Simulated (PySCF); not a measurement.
# Krypton: the same states on changed settings

Aim: see what changed settings do to total energies and their difference. The change: no relativity, point nucleus, unsound on purpose. A sound run of the same states serves as the yardstick.

Program: PySCF 2.14.0. Level of theory: unrestricted determinants in a Gaussian basis, no spin-orbit coupling in the energies. These are calculated values, not measurements, unless marked.

**1. Starting point**

| Item | Value |
| --- | --- |
| Element | krypton (Z = 36) |
| Basis | jorge-DZP-DKH (8s6p2d1f, 43 functions) |
| Hamiltonian | the non-relativistic Hamiltonian (point nucleus) |
| State 1 | Kr: [Kr], closed-shell 1S |
| State 2 | Kr+: [Ar] 3d10 4s2 4p5, 2P determinant |
| Methods | UHF, M06-L, LDA, MP2, CCSD(T) |
| Core shells frozen in the correlated runs | valence: [Ar] 3d10 (for Kr) |

The outer shells:

Kr [Kr]
```
[Ar] core
3d [↑↓][↑↓][↑↓][↑↓][↑↓]
4s [↑↓]
4p [↑↓][↑↓][↑↓]
```

Kr+ [Ar] 3d10 4s2 4p5
```
[Ar] core
3d [↑↓][↑↓][↑↓][↑↓][↑↓]
4s [↑↓]
4p [↑↓][↑↓][↑ ]
```

The sound run (jorge-DZP-DKH, scalar relativity by spin-free X2C-1e, symmetry-adapted start, fine grid, valence correlation) gave:

```tsv
species	method	energy (hartree)
Kr	UHF	-2788.01286
Kr	M06-L	-2789.76108
Kr	LDA	-2785.99179
Kr	MP2 (valence)	-2788.06407
Kr	CCSD(T) (valence)	-2788.07072
Kr+	UHF	-2787.52729
Kr+	M06-L	-2789.24401
Kr+	LDA	-2785.46468
Kr+	MP2 (valence)	-2787.57020
Kr+	CCSD(T) (valence)	-2787.57673
```

One driver process ran all states and methods and kept the integrals in memory. Each run is shown as a PySCF script that sums up its settings (the driver passes frozen orbitals as a list and adds second-order terms of double hybrids); the logs are those of the runs themselves. The driver starts from symmetry-adapted Hartree-Fock orbitals, holds the occupation by maximum overlap and uses a logarithmic radial grid for functionals, so a plain start would take other cycles.

The driver's launch:

```sh
OMP_NUM_THREADS=1 python atomrun2.py TASK.json OUT
```

The integrals over 43 functions and the set-up took 0.06 s of CPU time.

**2. Changed run, Kr, method by method**

#### UHF

File input.py:

```python
from pyscf import gto, scf, dft, mp, cc
import basis_set_exchange as bse
mol = gto.M(atom="Kr 0 0 0", charge=0, spin=0, symmetry="D2h",
            basis=gto.basis.parse(bse.get_basis("jorge-DZP-DKH", elements=["Kr"], fmt="nwchem", header=False)))
mf = scf.UHF(mol)
mf.irrep_nelec = {'Ag': (6, 6), 'B1g': (1, 1), 'B2g': (1, 1), 'B3g': (1, 1), 'B1u': (3, 3), 'B2u': (3, 3), 'B3u': (3, 3)}
mf.kernel()
```

Output:

```text
damping factor = 0
level_shift factor = 0
DIIS = <class 'pyscf.scf.diis.CDIIS'>
diis_start_cycle = 1
diis_space = 10
diis_damp = 0
SCF conv_tol = 1e-09
SCF conv_tol_grad = None
number electrons alpha = 18  beta = 18
cycle= 1 E= -2743.5681703164  delta_E= -1.64e-11  |g|= 2.53e-06  |ddm|= 1.61e-05
converged SCF energy = -2743.5681703164  <S^2> = -2.1316282e-14  2S+1 = 1
```

Time after the integrals: 0.11 s (1 thread of Neoverse-V1, shared host).

The occupied shells:

```tsv
shell	electrons	mean orbital energy (eV)	spread (eV)	rms radius (bohr)
1s	2	-14058.6	0	0.0494
2s	2	-1890.8	0	0.204
2p	6	-1714.2	0	0.179
3s	2	-293.11	0	0.577
3p	6	-225.90	0	0.587
3d	10	-103.98	0	0.607
4s	2	-31.004	0	1.75
4p	6	-14.146	0	2.10
```

⟨S²⟩ = 0.000, ⟨L²⟩ = 0.00.

#### M06-L

input.py differs from the last one in:

```diff
@@ -4,3 +4,3 @@
             basis=gto.basis.parse(bse.get_basis("jorge-DZP-DKH", elements=["Kr"], fmt="nwchem", header=False)))
-mf = scf.UHF(mol)
+mf = dft.UKS(mol, xc="M06L")
 mf.irrep_nelec = {'Ag': (6, 6), 'B1g': (1, 1), 'B2g': (1, 1), 'B3g': (1, 1), 'B1u': (3, 3), 'B2u': (3, 3), 'B3u': (3, 3)}
```

Output:

```text
damping factor = 0
level_shift factor = 0
DIIS = <class 'pyscf.scf.diis.CDIIS'>
diis_start_cycle = 1
diis_space = 10
diis_damp = 0
SCF conv_tol = 1e-09
SCF conv_tol_grad = None
number electrons alpha = 18  beta = 18
XC functionals = M06L
    Y. Zhao and D. G. Truhlar.,  J. Chem. Phys. 125, 194101 (2006)
    Y. Zhao and D. G. Truhlar.,  J. Chem. Phys. 125, 194101 (2006)
    Y. Zhao and D. G. Truhlar.,  Theor. Chem. Acc. 120, 215 (2008)
cycle= 1 E= -2745.23309147484  delta_E= -0.00213  |g|= 0.0163  |ddm|= 0.0718
cycle= 2 E= -2745.23311743057  delta_E= -2.6e-05  |g|= 0.00458  |ddm|= 0.019
cycle= 3 E= -2745.23312513602  delta_E= -7.71e-06  |g|= 0.00281  |ddm|= 0.00934
cycle= 4 E= -2745.23312650569  delta_E= -1.37e-06  |g|= 0.000234  |ddm|= 0.00226
cycle= 5 E= -2745.23312651169  delta_E= -5.99e-09  |g|= 1.34e-05  |ddm|= 0.000144
cycle= 6 E= -2745.23312651176  delta_E= -6.87e-11  |g|= 6.27e-08  |ddm|= 2e-05
converged SCF energy = -2745.23312651176  <S^2> = -1.7763568e-14  2S+1 = 1
```

It took 1 s on 1 thread of Neoverse-V1, shared host, the integrals not counted.

#### LDA

input.py differs from the last one in:

```diff
@@ -4,3 +4,3 @@
             basis=gto.basis.parse(bse.get_basis("jorge-DZP-DKH", elements=["Kr"], fmt="nwchem", header=False)))
-mf = dft.UKS(mol, xc="M06L")
+mf = dft.UKS(mol, xc="LDA,VWN")
 mf.irrep_nelec = {'Ag': (6, 6), 'B1g': (1, 1), 'B2g': (1, 1), 'B3g': (1, 1), 'B1u': (3, 3), 'B2u': (3, 3), 'B3u': (3, 3)}
```

Output:

```text
damping factor = 0
level_shift factor = 0
DIIS = <class 'pyscf.scf.diis.CDIIS'>
diis_start_cycle = 1
diis_space = 10
diis_damp = 0
SCF conv_tol = 1e-09
SCF conv_tol_grad = None
number electrons alpha = 18  beta = 18
XC functionals = LDA,VWN
    P. A. M. Dirac.,  Math. Proc. Cambridge Philos. Soc. 26, 376 (1930)
    F. Bloch.,  Z. Phys. 57, 545 (1929)
    S. H. Vosko, L. Wilk, and M. Nusair.,  Can. J. Phys. 58, 1200 (1980)
cycle= 1 E= -2741.68750285739  delta_E= -0.0225  |g|= 0.155  |ddm|= 0.193
cycle= 2 E= -2741.68825695876  delta_E= -0.000754  |g|= 0.103  |ddm|= 0.0495
cycle= 3 E= -2741.6888794558  delta_E= -0.000622  |g|= 0.0104  |ddm|= 0.0207
cycle= 4 E= -2741.68889770289  delta_E= -1.82e-05  |g|= 0.00226  |ddm|= 0.0124
cycle= 5 E= -2741.68889939156  delta_E= -1.69e-06  |g|= 2.84e-05  |ddm|= 0.00304
cycle= 6 E= -2741.6888993918  delta_E= -2.34e-10  |g|= 7.69e-08  |ddm|= 3.42e-05
converged SCF energy = -2741.6888993918  <S^2> = -1.4210855e-14  2S+1 = 1
```

It took 0.29 s on 1 thread of Neoverse-V1, shared host, the integrals not counted.

#### MP2 (valence)

File input.py:

```python
from pyscf import gto, scf, dft, mp, cc
import basis_set_exchange as bse
mol = gto.M(atom="Kr 0 0 0", charge=0, spin=0, symmetry="D2h",
            basis=gto.basis.parse(bse.get_basis("jorge-DZP-DKH", elements=["Kr"], fmt="nwchem", header=False)))
mf = scf.UHF(mol)
mf.irrep_nelec = {'Ag': (6, 6), 'B1g': (1, 1), 'B2g': (1, 1), 'B3g': (1, 1), 'B1u': (3, 3), 'B2u': (3, 3), 'B3u': (3, 3)}
mf.kernel()
mp.UMP2(mf, frozen=14).kernel()
```

No log was kept for this step.

It took 0.02 s on 1 thread of Neoverse-V1, shared host, the integrals not counted.

With 8 electrons correlated, the MP2 correlation energy is -0.05059 hartree (-0.01185 same spin, -0.03874 opposite spin); the SCS form gives -0.05044. Largest pairs of shells: 4p-4p -0.0309, 4s-4p -0.0163, 4s-4s -0.0033.

#### CCSD(T) (valence)

input.py differs from the last one in:

```diff
@@ -7,2 +7,3 @@
 mf.kernel()
-mp.UMP2(mf, frozen=14).kernel()
+mycc = cc.CCSD(mf, frozen=14).run()
+mycc.ccsd_t()
```

Output:

```text
CC2 = 0
CCSD nocc = 4, nmo = 29
frozen orbitals [0, 1, 2, 3, 4, 5, 6, 7, 8, 9, 10, 11, 12, 13]
max_cycle = 100
direct = 0
conv_tol = 1e-08
conv_tol_normt = 1e-06
diis_space = 8
diis_start_cycle = 0
Init t2, MP2 energy = -2743.61875977419  E_corr(MP2) -0.0505894577941071
Init E_corr(CCSD) = -0.0505894577947147
cycle = 1  E_corr(CCSD) = -0.055637330784616  dE = -0.00504787299  norm(t1,t2) = 0.0123417
cycle = 2  E_corr(CCSD) = -0.056507613362004  dE = -0.000870282577  norm(t1,t2) = 0.0029514
cycle = 3  E_corr(CCSD) = -0.0567493436635087  dE = -0.000241730302  norm(t1,t2) = 0.000866749
cycle = 4  E_corr(CCSD) = -0.0567421313945171  dE = 7.21226899e-06  norm(t1,t2) = 7.16824e-05
cycle = 5  E_corr(CCSD) = -0.0567423222072111  dE = -1.90812694e-07  norm(t1,t2) = 7.00013e-06
cycle = 6  E_corr(CCSD) = -0.0567424040723458  dE = -8.18651347e-08  norm(t1,t2) = 8.60301e-07
cycle = 7  E_corr(CCSD) = -0.0567423922302616  dE = 1.18420842e-08  norm(t1,t2) = 1.40911e-07
cycle = 8  E_corr(CCSD) = -0.0567423920350948  dE = 1.95166799e-10  norm(t1,t2) = 4.48582e-09
CCSD converged
E(CCSD) = -2743.624912708435  E_corr = -0.05674239203509478
CCSD(T) correction = -0.000489975989947438
```

Time after the integrals: 0.15 s (1 thread of Neoverse-V1, shared host).

CCSD correlation -0.05674 hartree, triples -0.00049; total -2743.625403. T1 = 0.001, largest double amplitude 0.031.

**3. Changed run, Kr+**

#### UHF

File input.py:

```python
from pyscf import gto, scf, dft, mp, cc
import basis_set_exchange as bse
mol = gto.M(atom="Kr 0 0 0", charge=1, spin=1, symmetry="D2h",
            basis=gto.basis.parse(bse.get_basis("jorge-DZP-DKH", elements=["Kr"], fmt="nwchem", header=False)))
mf = scf.UHF(mol)
mf.irrep_nelec = {'Ag': (6, 6), 'B1g': (1, 1), 'B2g': (1, 1), 'B3g': (1, 1), 'B1u': (3, 3), 'B2u': (3, 3), 'B3u': (3, 2)}
mf.kernel()
```

Output:

```text
damping factor = 0
level_shift factor = 0
DIIS = <class 'pyscf.scf.diis.CDIIS'>
diis_start_cycle = 1
diis_space = 10
diis_damp = 0
SCF conv_tol = 1e-09
SCF conv_tol_grad = None
number electrons alpha = 18  beta = 17
cycle= 1 E= -2743.07943871579  delta_E= -0.000971  |g|= 0.0103  |ddm|= 0.0313
cycle= 2 E= -2743.07946812701  delta_E= -2.94e-05  |g|= 0.00198  |ddm|= 0.00587
cycle= 3 E= -2743.07946953229  delta_E= -1.41e-06  |g|= 0.000217  |ddm|= 0.00179
cycle= 4 E= -2743.0794695639  delta_E= -3.16e-08  |g|= 9.51e-05  |ddm|= 0.000369
cycle= 5 E= -2743.07946956681  delta_E= -2.91e-09  |g|= 1.52e-05  |ddm|= 0.000121
cycle= 6 E= -2743.07946956703  delta_E= -2.21e-10  |g|= 3.19e-06  |ddm|= 4.83e-05
converged SCF energy = -2743.07946956703  <S^2> = 0.7506736  2S+1 = 2.0006735
```

Time after the integrals: 0.14 s (1 thread of Neoverse-V1, shared host).

Orbital energies by shell (radii are means over both spins):

```tsv
shell	electrons	mean orbital energy (eV)	spread (eV)	rms radius (bohr)
1s α	1	-14071.1	0	0.0494
1s β	1	-14071.0	0	0.0494
2s α	1	-1903.2	0	0.204
2s β	1	-1903.1	0	0.204
2p α	3	-1726.6	0.264	0.179
2p β	3	-1726.4	0.133	0.179
3s α	1	-305.54	0	0.577
3s β	1	-305.24	0	0.577
3p α	3	-238.34	0.802	0.587
3p β	3	-237.93	0.105	0.587
3d α	5	-116.33	0.740	0.607
3d β	5	-116.13	0.406	0.607
4s α	1	-43.213	0	1.71
4s β	1	-39.961	0	1.71
4p α	3	-25.612	1.786	2.01
4p β	2	-24.184	0	2.01
```

⟨S²⟩ = 0.751, ⟨L²⟩ = 2.00.

#### M06-L

input.py differs from the last one in:

```diff
@@ -4,3 +4,3 @@
             basis=gto.basis.parse(bse.get_basis("jorge-DZP-DKH", elements=["Kr"], fmt="nwchem", header=False)))
-mf = scf.UHF(mol)
+mf = dft.UKS(mol, xc="M06L")
 mf.irrep_nelec = {'Ag': (6, 6), 'B1g': (1, 1), 'B2g': (1, 1), 'B3g': (1, 1), 'B1u': (3, 3), 'B2u': (3, 3), 'B3u': (3, 2)}
```

Output:

```text
damping factor = 0
level_shift factor = 0
DIIS = <class 'pyscf.scf.diis.CDIIS'>
diis_start_cycle = 1
diis_space = 10
diis_damp = 0
SCF conv_tol = 1e-09
SCF conv_tol_grad = None
number electrons alpha = 18  beta = 17
XC functionals = M06L
    Y. Zhao and D. G. Truhlar.,  J. Chem. Phys. 125, 194101 (2006)
    Y. Zhao and D. G. Truhlar.,  J. Chem. Phys. 125, 194101 (2006)
    Y. Zhao and D. G. Truhlar.,  Theor. Chem. Acc. 120, 215 (2008)
cycle= 1 E= -2744.71297099566  delta_E= -0.00269  |g|= 0.0225  |ddm|= 0.0699
cycle= 2 E= -2744.71299497976  delta_E= -2.4e-05  |g|= 0.00968  |ddm|= 0.0108
cycle= 3 E= -2744.71300030125  delta_E= -5.32e-06  |g|= 0.00159  |ddm|= 0.00192
cycle= 4 E= -2744.71300054723  delta_E= -2.46e-07  |g|= 0.000207  |ddm|= 0.00115
cycle= 5 E= -2744.71300055811  delta_E= -1.09e-08  |g|= 1.43e-05  |ddm|= 0.000271
cycle= 6 E= -2744.71300055817  delta_E= -6.28e-11  |g|= 2.75e-07  |ddm|= 2.06e-05
converged SCF energy = -2744.71300055817  <S^2> = 0.75036228  2S+1 = 2.0003622
```

Time after the integrals: 1 s (1 thread of Neoverse-V1, shared host).

#### LDA

input.py differs from the last one in:

```diff
@@ -4,3 +4,3 @@
             basis=gto.basis.parse(bse.get_basis("jorge-DZP-DKH", elements=["Kr"], fmt="nwchem", header=False)))
-mf = dft.UKS(mol, xc="M06L")
+mf = dft.UKS(mol, xc="LDA,VWN")
 mf.irrep_nelec = {'Ag': (6, 6), 'B1g': (1, 1), 'B2g': (1, 1), 'B3g': (1, 1), 'B1u': (3, 3), 'B2u': (3, 3), 'B3u': (3, 2)}
```

Output:

```text
damping factor = 0
level_shift factor = 0
DIIS = <class 'pyscf.scf.diis.CDIIS'>
diis_start_cycle = 1
diis_space = 10
diis_damp = 0
SCF conv_tol = 1e-09
SCF conv_tol_grad = None
number electrons alpha = 18  beta = 17
XC functionals = LDA,VWN
    P. A. M. Dirac.,  Math. Proc. Cambridge Philos. Soc. 26, 376 (1930)
    F. Bloch.,  Z. Phys. 57, 545 (1929)
    S. H. Vosko, L. Wilk, and M. Nusair.,  Can. J. Phys. 58, 1200 (1980)
cycle= 1 E= -2741.15793752149  delta_E= -0.0221  |g|= 0.158  |ddm|= 0.176
cycle= 2 E= -2741.15854965388  delta_E= -0.000612  |g|= 0.11  |ddm|= 0.0425
cycle= 3 E= -2741.15928254364  delta_E= -0.000733  |g|= 0.01  |ddm|= 0.0274
cycle= 4 E= -2741.15929857052  delta_E= -1.6e-05  |g|= 0.00145  |ddm|= 0.0112
cycle= 5 E= -2741.15929920586  delta_E= -6.35e-07  |g|= 2.1e-05  |ddm|= 0.00204
cycle= 6 E= -2741.159299206  delta_E= -1.41e-10  |g|= 5.52e-07  |ddm|= 3.11e-05
converged SCF energy = -2741.159299206  <S^2> = 0.75009593  2S+1 = 2.0000959
```

It took 0.29 s on 1 thread of Neoverse-V1, shared host, the integrals not counted.

#### MP2 (valence)

File input.py:

```python
from pyscf import gto, scf, dft, mp, cc
import basis_set_exchange as bse
mol = gto.M(atom="Kr 0 0 0", charge=1, spin=1, symmetry="D2h",
            basis=gto.basis.parse(bse.get_basis("jorge-DZP-DKH", elements=["Kr"], fmt="nwchem", header=False)))
mf = scf.UHF(mol)
mf.irrep_nelec = {'Ag': (6, 6), 'B1g': (1, 1), 'B2g': (1, 1), 'B3g': (1, 1), 'B1u': (3, 3), 'B2u': (3, 3), 'B3u': (3, 2)}
mf.kernel()
mp.UMP2(mf, frozen=14).kernel()
```

The driver printed no log here.

It took 0.02 s on 1 thread of Neoverse-V1, shared host, the integrals not counted.

With 7 electrons correlated, the MP2 correlation energy is -0.04247 hartree (-0.00918 same spin, -0.03329 opposite spin); the SCS form gives -0.04301. Largest pairs of shells: 4p-4p -0.0217, 4s-4p -0.0170, 4s-4s -0.0038.

#### CCSD(T) (valence)

input.py differs from the last one in:

```diff
@@ -7,2 +7,3 @@
 mf.kernel()
-mp.UMP2(mf, frozen=14).kernel()
+mycc = cc.CCSD(mf, frozen=14).run()
+mycc.ccsd_t()
```

Output:

```text
CC2 = 0
CCSD nocc = (np.int64(4), np.int64(3)), nmo = (29, 29)
frozen orbitals [[0, 1, 2, 3, 4, 5, 6, 7, 8, 9, 10, 11, 12, 13], [0, 1, 2, 3, 4, 5, 6, 7, 8, 9, 10, 11, 12, 13]]
max_cycle = 100
direct = 0
conv_tol = 1e-08
conv_tol_normt = 1e-06
diis_space = 8
diis_start_cycle = 0
Init t2, MP2 energy = -0.042470508744638
Init E_corr(UCCSD) = -0.0424705087497387
cycle = 1  E_corr(UCCSD) = -0.0475147658418795  dE = -0.00504425709  norm(t1,t2) = 0.015279
cycle = 2  E_corr(UCCSD) = -0.0483844305110779  dE = -0.000869664669  norm(t1,t2) = 0.00356921
cycle = 3  E_corr(UCCSD) = -0.0486248830061036  dE = -0.000240452495  norm(t1,t2) = 0.00114393
cycle = 4  E_corr(UCCSD) = -0.0486137449888039  dE = 1.11380173e-05  norm(t1,t2) = 0.000238093
cycle = 5  E_corr(UCCSD) = -0.0486148386295487  dE = -1.09364074e-06  norm(t1,t2) = 4.65895e-05
cycle = 6  E_corr(UCCSD) = -0.0486148967005261  dE = -5.80709774e-08  norm(t1,t2) = 3.84218e-06
cycle = 7  E_corr(UCCSD) = -0.0486148870457674  dE = 9.65475867e-09  norm(t1,t2) = 3.2239e-07
UCCSD converged
E(UCCSD) = -2743.128084454075  E_corr = -0.04861488704576739
UCCSD(T) correction = -0.000397516910417434
```

Time after the integrals: 0.4 s (1 thread of Neoverse-V1, shared host).

CCSD correlation -0.04861 hartree, triples -0.00040; total -2743.128482. T1 = 0.001, largest double amplitude 0.030.

**4. What moved**

```tsv
species	method	converged	energy less sound run (eV)
Kr	UHF	yes	+1209.4016
Kr	M06-L	yes	+1211.6673
Kr	LDA	yes	+1205.5430
Kr	MP2 (valence)	yes	+1209.4185
Kr	CCSD(T) (valence)	yes	+1209.4186
Kr+	UHF	yes	+1209.4867
Kr+	M06-L	yes	+1211.7506
Kr+	LDA	yes	+1205.6108
Kr+	MP2 (valence)	yes	+1209.4988
Kr+	CCSD(T) (valence)	yes	+1209.4984
```

Ionisation energy of Kr:

```tsv
method	sound run (eV)	changed run (eV)	shift (eV)
UHF	13.213	13.298	+0.085
M06-L	14.070	14.153	+0.083
LDA	14.343	14.411	+0.068
MP2	13.439	13.519	+0.080
SCS-MP2	13.418	13.500	+0.082
CCSD	13.439	13.519	+0.080
CCSD(T)	13.442	13.522	+0.080
```

**5. Results**

```
                                 quantity                         value
                                   change  no relativity, point nucleus
                           runs converged                      10 of 10
largest shift of a converged total energy                       1210 eV
   largest shift of the ionisation energy               +0.085 eV (UHF)
```

The ionisation energy moves by up to 0.09 eV, at UHF. Most of the change in total energy is the relativistic energy itself. On top of that the contraction fixes the core shape for the Hamiltonian it was made with, so the changed run is not a good calculation with the other Hamiltonian either. The setting is unsound on purpose, so these numbers are no properties of the atom.
